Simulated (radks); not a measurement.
# Hf²⁷⁺ in [Kr] 4d9: an all-electron calculation

Aim: the levels, the sizes of the orbitals and the parts of the energy of the hafnium ion Hf27+.

Program: radks (a radial shooting solver on a logarithmic mesh, Libxc functionals) version 1. Level of theory: scalar-relativistic Kohn-Sham, exchange-only B88, spin-polarised, spherical densities, finite nucleus; open shells are filled with parallel spins first. These are calculated values, not measurements, unless marked.

### 1 What is computed

| Property | Result |
| --- | --- |
| element | hafnium (Z = 72) |
| charge | +27 |
| electrons | 45 |
| configuration | [Kr] 4d9 |
| nuclear rms radius | 5.347 fm |

The outer shells:

Hf²⁷⁺
```
[Kr] core
4d [↑↓][↑↓][↑↓][↑↓][↑ ]
```

### 2 The calculation

Input:

```text
Z 72
configuration [Kr] 4d9
relativity scalar-relativistic
functional b88,
spin polarised
nucleus finite rms 5.347 fm
c 137.035999084
```

**Question.** What will this run give?

**Answer**, as computed:

```
                        quantity                      value
                    total energy        -14738.9383 hartree
exchange-correlation share of it                     1.83 %
                            −T/E                     1.0978
          highest occupied level        4d down, -1029.9 eV
    most extended occupied level  4d down, <r> = 0.466 bohr
 radius at density 0.001 e/bohr³                  1.27 bohr
    maxima of the radial density                          4
         ionisation energy, NIST           1047 (theory) eV
```

4 principal shells are occupied and 4 maxima appear in the radial density. −T/E is 1.098: with relativity the kinetic term as defined here no longer equals −E. The top level binds by 1029.9 eV, 98 % of the NIST ionisation energy of 1047 eV. Open shells are spherical and high-spin; term and fine-structure splittings are not resolved. Spin-orbit splitting is averaged out at the scalar-relativistic level.
